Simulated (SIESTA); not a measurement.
The system is ZrB.

```xyz
2
Lattice="0.0000 2.3250 2.3250 2.3250 0.0000 2.3250 2.3250 2.3250 0.0000" Properties=species:S:1:pos:R:3 pbc="T T T"
Zr    0.0000    0.0000    0.0000
B     2.3250    2.3250    2.3250
```

Base run:

```yaml
Program: SIESTA 5.4.2
Functional: RPBE
Potentials_or_basis: PseudoDojo 0.4 standard (PBE files)
Basis: DZP (energy shift 0.003 Ry; two zetas on semicore shells)
Grid_cutoff: 800 Ry
Energy_shift: 0.003 Ry
k_mesh: 10 × 10 × 10
Occupations: fermi-dirac, width 0.05 eV
Spin: no spin polarisation
```

Its results: band gap on the k mesh none (metal or under the smearing width); pressure 37.9 GPa.

Q: The run is repeated on the same cell with these changes: functional from RPBE to PW91. What comes out?

A: Band gap on the k mesh none (metal or under the smearing width); pressure 36.0 GPa.

PW91 binds more tightly than RPBE, so the same cell stands under less pressure.

Caveats: a pressure of tens of GPa on the cell as given is suspect, and the run, the potentials or the cell itself is likely at fault; the potentials were made for another functional, which shifts forces and pressure; the basis of atomic orbitals isn't converged, which shifts pressures, moduli and gaps.

Not every run made on this cell is shown here.
